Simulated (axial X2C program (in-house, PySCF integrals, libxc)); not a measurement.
# A two-component session on TiC: properties at the nuclei

Aim: properties at the nuclei of TiC, with spin–orbit coupling in the Hamiltonian from the start.

Program: an in-house X2C program for linear molecules on PySCF integrals. Level of theory: two-component X2C with atomic mean-field terms, Ti dyall-cv3z, C dyall-v3z. These are calculated values, not measurements.

## Step 1: Set-up

Input file task.json:

```json
{"zs": [22, 6], "q": 0, "bas": ["dyall-cv3z", "dyall-v3z"], "r0": 1.84, "levels": ["PBE0", "HF", "r2SCAN", "B3LYP", "BHandHLYP"], "nst": 3}
```

Keys: zs atomic numbers; q charge; bas basis sets; r0 starting distance in Å; levels methods (HF also brings MP2); nst determinants followed.

Launch:

```bash
$ python soeom.py task.json out
```

Nuclei are Gaussian, cores are contracted, and the Gaunt term is on.

## Step 2: Expectation values, lowest determinant

R = 1.643 Å. State: Ω = 1 (excess of +ω over −ω: 2 × ω = 1/2).

Output of the PBE0 run:

```text
two-component X2C + atomic mean field  PBE0
basis functions 158  fitting functions 909  grid points 5073
iter        total energy     max residual
   1       -891.307473010     5.40e-05
   2       -891.307473016     4.51e-05
   3       -891.307473035     7.21e-05
   4       -891.307473054     2.80e-05
   5       -891.307473057     4.92e-06
converged
one-electron -1304.59101455  Coulomb 418.42914187  exact exchange -11.59460865  xc functional -35.87184521  nuclear repulsion 42.51454160  atomic mean-field constant -0.19368812
```

The highest occupied spinor is 64% Ti s, 14% Ti p, 10% C p.

| level | Eeff magnitude (GV/cm) | Ws magnitude Ti (kHz) | A∥/gI Ti (MHz) | qzz Ti (a.u.) | A∥/gI C (MHz) | qzz C (a.u.) | μ (D) |
| --- | --- | --- | --- | --- | --- | --- | --- |
| PBE0 | 0.326 | 0.116 | 949 | -1.64 | 88.3 | 0.40 | -3.05 |
| HF | 0.316 | 0.102 | 803 | -1.89 | 104 | 0.18 | -2.04 |
| r2SCAN | 0.397 | 0.144 | 944 | -1.70 | 108 | 0.39 | -2.92 |
| B3LYP | 0.325 | 0.116 | 1010 | -1.74 | 95.6 | 0.41 | -3.10 |
| BHandHLYP | 0.387 | 0.139 | 970 | -1.60 | 82.7 | 0.39 | -3.28 |

Eeff is the effective electric field on the electron dipole moment in this Ω state and Ws the scalar–pseudoscalar constant (defined with the proton number Z and per Ω); A∥ is the parallel hyperfine constant, which follows by multiplying with the nuclear g factor gI = μI/(I μN); qzz is the electric field gradient, eQq0 = 234.96 MHz × Q/barn × qzz; μ is positive if C is the positive end. The operators were transformed with the bare-nucleus X2C matrices.

## Step 3: Expectation values, a higher determinant

R = 1.643 Å. State: Ω = 0 (closed shell), 0.19 eV above the lowest in the PBE0 search for states (made at or near this distance, with looser thresholds).

Output of the PBE0 run:

```text
two-component X2C + atomic mean field  PBE0
basis functions 158  fitting functions 909  grid points 5073
iter        total energy     max residual
   1       -891.300327295     4.35e-05
   2       -891.300327352     5.69e-05
   3       -891.300327408     3.53e-05
   4       -891.300327443     4.87e-05
   5       -891.300327467     8.95e-06
   6       -891.300327469     5.33e-06
converged
one-electron -1306.18506038  Coulomb 420.11813908  exact exchange -11.60603628  xc functional -35.94822337  nuclear repulsion 42.51454160  atomic mean-field constant -0.19368812
```

The highest occupied spinor is 38% Ti d, 37% C p, 16% Ti p.

| level | qzz Ti (a.u.) | qzz C (a.u.) | μ (D) |
| --- | --- | --- | --- |
| PBE0 | -1.59 | -0.11 | -6.46 |
| HF | -0.97 | 0.54 | -8.47 |
| r2SCAN | -1.58 | -0.10 | -5.83 |
| B3LYP | -1.76 | -0.11 | -6.31 |
| BHandHLYP | -1.42 | -0.01 | -7.31 |

## Step 4: Expectation values, a higher determinant

R = 1.643 Å. State: Ω = 1 (excess of +ω over −ω: ω = -1/2, ω = 3/2), 0.72 eV above the lowest in the PBE0 search for states (made at or near this distance, with looser thresholds).

Output of the PBE0 run:

```text
two-component X2C + atomic mean field  PBE0
basis functions 158  fitting functions 909  grid points 5073
iter        total energy     max residual
   1       -891.281062441     1.81e-05
   2       -891.281062454     1.20e-05
   3       -891.281062461     2.09e-05
   4       -891.281062465     7.36e-06
converged
one-electron -1307.05058677  Coulomb 421.06498078  exact exchange -11.63260053  xc functional -35.98370942  nuclear repulsion 42.51454160  atomic mean-field constant -0.19368812
```

The highest occupied spinor is 99% Ti d.

| level | Eeff magnitude (GV/cm) | Ws magnitude Ti (kHz) | A∥/gI Ti (MHz) | qzz Ti (a.u.) | A∥/gI C (MHz) | qzz C (a.u.) | μ (D) |
| --- | --- | --- | --- | --- | --- | --- | --- |
| PBE0 | 0.0545 | 0.0243 | 291 | 0.03 | -59.5 | 0.54 | -6.76 |
| HF | 0.107 | 0.0504 | 377 | 0.37 | -106 | 0.39 | -7.67 |
| r2SCAN | 0.031 | 0.0138 | 293 | 0.00 | -71.2 | 0.54 | -6.57 |
| B3LYP | 0.0474 | 0.0209 | 258 | -0.07 | -63.9 | 0.57 | -6.56 |
| BHandHLYP | 0.00334 | 0.0062 | 333 | 0.18 | -60.2 | 0.57 | -7.25 |

## Step 5: What came out

| quantity | value |
| --- | --- |
| lowest determinant | Ω = 1 (excess of +ω over −ω: 2 × ω = 1/2) |
| Eeff magnitude (GV/cm), PBE0 | 0.326 |
| Ws magnitude Ti (kHz), PBE0 | 0.116 |
| A∥/gI Ti (MHz), PBE0 | 949 |
| qzz Ti (a.u.), PBE0 | -1.64 |
| higher determinant | Ω = 0 (closed shell) |
| qzz Ti (a.u.), PBE0, higher determinant | -1.59 |
| qzz C (a.u.), PBE0, higher determinant | -0.11 |
| μ (D), PBE0, higher determinant | -6.46 |
| higher determinant | Ω = 1 (excess of +ω over −ω: ω = -1/2, ω = 3/2) |
| Eeff magnitude (GV/cm), PBE0, higher determinant | 0.0545 |
| Ws magnitude Ti (kHz), PBE0, higher determinant | 0.0243 |
| A∥/gI Ti (MHz), PBE0, higher determinant | 291 |
| qzz Ti (a.u.), PBE0, higher determinant | 0.03 |

**Reading.** In the first state, the effective field runs from 0.316 to 0.397 GV/cm over the mean-field levels. The expectation values come from single determinants, which for open shells can mix terms of unlike spin or miss the lowest Ω, so a determinant need not be a state. Eeff is the effective electric field on the electron dipole moment in this Ω state and Ws the scalar–pseudoscalar constant (defined with the proton number Z and per Ω); A∥ is the parallel hyperfine constant, which follows by multiplying with the nuclear g factor gI = μI/(I μN); qzz is the electric field gradient, eQq0 = 234.96 MHz × Q/barn × qzz; μ is positive if C is the positive end. The operators were transformed with the bare-nucleus X2C matrices.
